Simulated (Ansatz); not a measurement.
**BeCo2 (element-swapped structure): how the settings move a single-point run**

Question: which choices in the input matter for BeCo2 (element-swapped structure)?

Program: Ansatz 0.2.0. Level of theory: reference: DFT r2SCAN, plane waves, PAW, scalar-relativistic, no spin polarisation. These are calculated values, not measurements.

## 1. Starting point

Symmetry: Pnnm, No. 58, orthorhombic system. The conventional cell has a = 4.380 Å, b = 4.456 Å, c = 2.903 Å, α = 90.00°, β = 90.00°, γ = 90.00°. Around Co (site symmetry m) lie 3 Be at 1.92 Å. Be (site symmetry 2/m) has 6 Co at 1.92 Å as nearest neighbours.

As a file:

```cif
data_structure
_symmetry_space_group_name_H-M 'P 1'
_symmetry_Int_Tables_number 1
_cell_length_a 2.9029
_cell_length_b 4.4557
_cell_length_c 4.3798
_cell_angle_alpha 90.000
_cell_angle_beta 90.000
_cell_angle_gamma 90.000
_cell_volume 56.65
loop_
_atom_site_label
_atom_site_type_symbol
_atom_site_fract_x
_atom_site_fract_y
_atom_site_fract_z
_atom_site_occupancy
Co1 Co 0.00000 0.34700 0.25800 1
Co2 Co 0.50000 0.15300 0.75800 1
Co3 Co 0.00000 0.65300 0.74200 1
Co4 Co 0.50000 0.84700 0.24200 1
Be1 Be 0.00000 0.00000 0.00000 1
Be2 Be 0.50000 0.50000 0.50000 1
```

## 2. Baseline

File input.yaml:

```yaml
crystal:
  lattice:
    - [2.902918, 0.0, 0.0]
    - [0.0, 4.455737, 0.0]
    - [0.0, 0.0, 4.37978]
  atoms:
    - { symbol: Co, position: [0.0, 0.347, 0.258] }
    - { symbol: Co, position: [0.5, 0.153, 0.758] }
    - { symbol: Co, position: [0.0, 0.653, 0.742] }
    - { symbol: Co, position: [0.5, 0.847, 0.242] }
    - { symbol: Be, position: [0.0, 0.0, 0.0] }
    - { symbol: Be, position: [0.5, 0.5, 0.5] }
  symmetry: { tolerance: 0.0003 }
kpoints:
  mp_grid: { grid: [6, 4, 4], shift: [0, 0, 0] }
magnetization:
  spin_polarized: false
scf:
  occupations: { method: fermi_dirac }
hamiltonian:
  pseudopotentials: { kind: paw }
  xc: r2scan
basis:
  ecutwfc: 500
output:
  forces: true
  stress: true
  eigenvalues: true
```

On the command line:

```
$ ansatz run input.yaml --threads 1 --pin off --max-ram 2560MiB --backend cpu --events-out ev --progress --plain --runs-dir out
```

## 3. Changed: dr2_threshold 1.0e-11, hubbard.sites [{species: Co, l: d, u_eff: 2.0}], hubbard.double_counting amf

Edit input.yaml of step 2 so:

```diff
@@ -19,2 +19,3 @@
   occupations: { method: fermi_dirac }
+  convergence: { dr2_threshold: 1.0e-11 }
 hamiltonian:
@@ -22,2 +23,3 @@
   xc: r2scan
+  hubbard: { sites: [{ species: Co, l: d, u_eff: 2.0 }], double_counting: amf }
 basis:
```

## 4. Changing settings: xc lda

Edit input.yaml of step 2 so:

```diff
@@ -21,3 +21,3 @@
   pseudopotentials: { kind: paw }
-  xc: r2scan
+  xc: lda
 basis:
```

## 5. Changed: mp_grid.shift [0.5, 0.5, 0.5], accuracy low

Edit input.yaml of step 2 so:

```diff
@@ -14,3 +14,3 @@
 kpoints:
-  mp_grid: { grid: [6, 4, 4], shift: [0, 0, 0] }
+  mp_grid: { grid: [6, 4, 4], shift: [0.5, 0.5, 0.5] }
 magnetization:
@@ -28 +28,2 @@
   eigenvalues: true
+accuracy: low
```

## 6. Changed: preconditioner none, pseudopotentials.source jth

Edit input.yaml of step 2 so:

```diff
@@ -19,4 +19,5 @@
   occupations: { method: fermi_dirac }
+  mixing: { preconditioner: none }
 hamiltonian:
-  pseudopotentials: { kind: paw }
+  pseudopotentials: { kind: paw, source: jth }
   xc: r2scan
```

Before running it: what results should come out? Wanted: for each run, ending; energy change; pressure; gap; force.

The runs gave:

| run | ending | energy change | pressure (GPa) | gap (eV) | force (eV/Å) | cycles | time |
| --- | --- | --- | --- | --- | --- | --- | --- |
| reference | converged | 0 | 18.5 | 0.00 | 1.45 | 10 | 14 s |
| 1: dr2_threshold 1.0e-11, hubbard.sites [{species: Co, l: d, u_eff: 2.0}], hubbard.double_counting amf | converged | -38.9 meV/atom (U changed: no physical gain or loss) | 19.5 | 0.00 | 1.48 | 17 | 24 s |
| 2: xc lda | converged | not comparable | 9.9 | 0.00 | 1.36 | 8 | 6.8 s |
| 3: mp_grid.shift [0.5, 0.5, 0.5], accuracy low | converged | -2.6 meV/atom | 18.4 | 0.00 | 1.43 | 10 | 7 s |
| 4: preconditioner none, pseudopotentials.source jth | converged | not comparable | 19.3 | 0.00 | 1.48 | 9 | 13 s |

Residual by cycle in the longest SCF loop of each run; runs are numbered as in the table. The quantity is the density residual dr2, in eV.

```csv
cycle,reference,run 1,run 2,run 3,run 4
1,0.0105,3.26,0.31,0.0101,47.3
2,0.0251,1.28,0.0339,0.0236,111
4,0.00145,0.146,8.6e-5,0.00161,0.0189
5,3.3e-4,0.0232,2.6e-5,4.0e-4,0.00195
7,4.7e-5,8.7e-4,6.1e-7,3.4e-5,2.8e-5
8,1.8e-6,1.3e-4,7.5e-8,9.8e-7,1.8e-6
10,2.1e-8,3.0e-6,-,1.7e-8,-
11,-,7.1e-7,-,-,-
13,-,6.5e-9,-,-,-
14,-,8.5e-10,-,-,-
16,-,3.0e-11,-,-,-
17,-,3.7e-12,-,-,-
```

What this shows: «mp_grid.shift [0.5, 0.5, 0.5], accuracy low» moves the energy by -2.6 meV/atom. Run 4 ran under the cutoff that the potentials recommend, as the log warns, so basis error is mixed into its values, and swamps them where the cutoff is far short. A changed U is a change of model: its shifts are not errors of convergence. Of the variants the dearest is «dr2_threshold 1.0e-11, hubbard.sites [{species: Co, l: d, u_eff: 2.0}], hubbard.double_counting amf» (24 s), the cheapest «xc lda» (6.8 s), on a shared host. The structure is not at rest: the sound run finds 18 GPa, so these are no properties of the relaxed crystal. The reference has no spin polarisation; with Co present, a magnetic state may lie lower.

Caveats on the reference run: its mesh is coarse for a cell with so small a gap or none; the structure is made up and not relaxed.
